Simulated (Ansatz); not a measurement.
**BGeH₅ (singlet): the correlation ladder, cc-pVTZ**

One table from this session's results is given with a row withheld; the runs are named, their logs left out.

The runs use Ansatz 0.2.0, Gaussian basis; cc-pVTZ, core rule «outside noble gas», up to 15 orbitals frozen.

To be run: UHF; CCSD(T) on RHF; CCSD(T) on UHF; BCCD(T) on RHF; CCSDT(Q) on RHF; CCSDT(Q) on UHF.

4 further runs of the same task are left out: 4 set aside as unsound or not needed.

## The system

The geometry is a PBE0/def2-TZVP stationary point (not a proven minimum) of the parent state, kept for this charge and spin. No spin-orbit coupling is included. The filled d shell of Ge may be among the frozen orbitals whatever the setting's name suggests; the logs give the count.

7 atoms, charge 0, spin multiplicity 1.

Atoms are counted from 1 here; the program's logs count them from 0.

Bond lengths: Ge1–B2 2.205 Å, Ge1–H3 1.535 Å, Ge1–H4 1.535 Å, Ge1–H5 1.537 Å, B2–H6 1.202 Å, B2–H7 1.202 Å. Angles: B2–Ge1–H3 104.9°, B2–Ge1–H4 104.9°, B2–Ge1–H5 109.6°, H3–Ge1–H4 113.2°, H3–Ge1–H5 111.8°, H4–Ge1–H5 111.8°, Ge1–B2–H6 91.6°, Ge1–B2–H7 91.6°, H6–B2–H7 131.7°.

Geometry (Å):

```xyz
7
charge 0, multiplicity 1
Ge   -0.00915    0.00000    0.30559
B     0.13380    0.00000   -1.89516
H     0.70997   -1.28209    0.74924
H     0.70997    1.28209    0.74924
H    -1.48757    0.00000    0.72721
H    -0.35402   -1.09700   -1.96100
H    -0.35402    1.09700   -1.96100
```

Set-up of the first run:

Contents of in.yaml:

```yaml
crystal:
  periodic: [false, false, false]
  atoms:
    - {symbol: Ge, position_ang: [-0.009150, 0.000000, 0.305594]}
    - {symbol: B, position_ang: [0.133797, 0.000000, -1.895159]}
    - {symbol: H, position_ang: [0.709968, -1.282092, 0.749236]}
    - {symbol: H, position_ang: [0.709968, 1.282092, 0.749236]}
    - {symbol: H, position_ang: [-1.487565, 0.000000, 0.727212]}
    - {symbol: H, position_ang: [-0.354021, -1.096997, -1.961000]}
    - {symbol: H, position_ang: [-0.354021, 1.096997, -1.961000]}
basis:
  gaussian: {orbitals: cc-pVTZ}
magnetization: {spin_polarized: true, initial_magnetization: 0}
hamiltonian: {xc: hf}
output: {orbitals: {seedname: orbitals}}
```

Started as:

```sh
$ ansatz run in.yaml --threads 1 --pin off --events-out ev --progress --plain --max-ram 4096MiB --backend cpu
```

Steps of the session up to this table: UHF; CCSD(T) on RHF; CCSD(T) on UHF; BCCD(T) on RHF; CCSDT(Q) on RHF; CCSDT(Q) on UHF.

One of the session's tables, all rows but one given; the rest of the session is left out.

```
   method  from RCCSDT(Q) (meV)
      RHF               +7806.4
      UHF                     ?
     RMP2               +1415.4
    RCCSD                +273.4
 RCCSD(T)                 +42.2
  BCCD(T)                 +41.3
   RCCSDT                  +9.5
RCCSDT(Q)                     0
```

Q: Estimate the row for UHF from the others.

The run gave: from RCCSDT(Q) (meV): +7805.7. In the column «from RCCSDT(Q) (meV)» it lies between RMP2 (+1415.4) and RHF (+7806.4).

Not comparable, so not listed: CCSD(T) on UHF; CCSDT(Q) on UHF (they don't share determinant, frozen orbitals or solution with the rows shown, or repeat one).

Limits of these values: Warnings: restricted reference is unstable.
